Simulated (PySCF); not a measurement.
# Al4: singlet, from a square start

The task is one start of a wider search on Al4: the singlet, from a square start. It is relaxed, tested by its Hessian and followed downhill if it is a saddle.

The runs use PySCF 2.14.0; PBE0, basis Al def2-TZVP, no relativity, density fitting.

### 1 The starting structure

4 atoms, charge 0, spin multiplicity 1.

Bond lengths: Al1–Al2 2.520 Å, Al1–Al4 2.520 Å, Al2–Al3 2.520 Å, Al3–Al4 2.520 Å. Angles: Al2–Al1–Al4 90.0°, Al1–Al2–Al3 90.0°, Al2–Al3–Al4 90.0°, Al1–Al4–Al3 90.0°.

```xyz
4
charge 0 multiplicity 1
Al    1.2600    1.2600    0.0000
Al   -1.2600    1.2600    0.0000
Al   -1.2600   -1.2600    0.0000
Al    1.2600   -1.2600    0.0000
```

### 2 First SCF at the start

The steps below are one call of a driver around PySCF. For each, scf.py gives the equivalent set-up of the SCF; relaxations use the driver's own optimiser. After this first run the driver tries any further starts and a stability analysis.

scf.py

```python
from pyscf import gto, scf, dft
mol = gto.M(atom='''
Al     1.260000     1.260000     0.000000
Al    -1.260000     1.260000     0.000000
Al    -1.260000    -1.260000     0.000000
Al     1.260000    -1.260000     0.000000''',
    basis={'Al': 'def2-TZVP'},
    charge=0, spin=0)
mf = dft.RKS(mol, xc='PBE0')
mf.grids.atom_grid = (50, 194)
aux = {'Al': 'def2-universal-JKFIT'}
mf = mf.density_fit(auxbasis=aux)
mf.conv_tol = 1e-08
mf.diis_space = 10
mf.max_cycle = 60
mf.init_guess = 'minao'
mf.verbose = 4
mf.kernel()
```

Run with:

```
> OMP_NUM_THREADS=4 python axn.py task.json out
```

Further steps of the session: Relaxation: square start, singlet; Is it a minimum? Harmonic modes; Following the imaginary mode; Vibrations and properties at this point; Leaving the saddle point; Is it a minimum? Harmonic modes; The broken-symmetry singlet; Hessian and properties.

What does the calculation give? Wanted: minimum; geometry; wavenumbers; dipole moment; highest occupied, lowest empty level; polar-tensor charge of Al1; zero-point energy; atomisation energy; ⟨S²⟩.

The runs gave:

```
                                          quantity                                                                                              value
                                           minimum                                                                      broken-symmetry (Ms = 0), D2h
                                          geometry  Al–Al 2.556 Å (×4), Al–Al 2.837 Å; Al–Al–Al 56.3° (×4), Al–Al–Al 67.4° (×2), Al–Al–Al 112.6° (×2)
                                wavenumbers (cm⁻¹)                                       53 (b3u), 56 (b3g), 193 (ag), 232 (b1u), 299 (b2u), 314 (ag)
                                     dipole moment                                                                                             0.00 D
highest occupied, lowest empty level (either spin)                                                                                    -5.22, -3.50 eV
                        polar-tensor charge of Al1                                                                                            -0.13 e
                                 zero-point energy                                                                                         6.9 kJ/mol
                               entropy at 298.15 K                                                                                    338.4 J/(mol K)
         atomisation energy (no zero-point energy)                                                                                         576 kJ/mol
                                              ⟨S²⟩                                                                                              1.055
```

**Reading.** The square start (D4h) ends in a minimum of D2h symmetry, after a stop at a saddle point 47.2 kJ/mol higher, from which it was pushed off along an imaginary mode. The determinant is spin-contaminated (⟨S²⟩ = 1.05 against 0.00), so it is no pure spin state. In the infrared the band at 299 cm⁻¹ (b2u) leads. Only this shape and spin were tried, so other structures or states may lie lower.
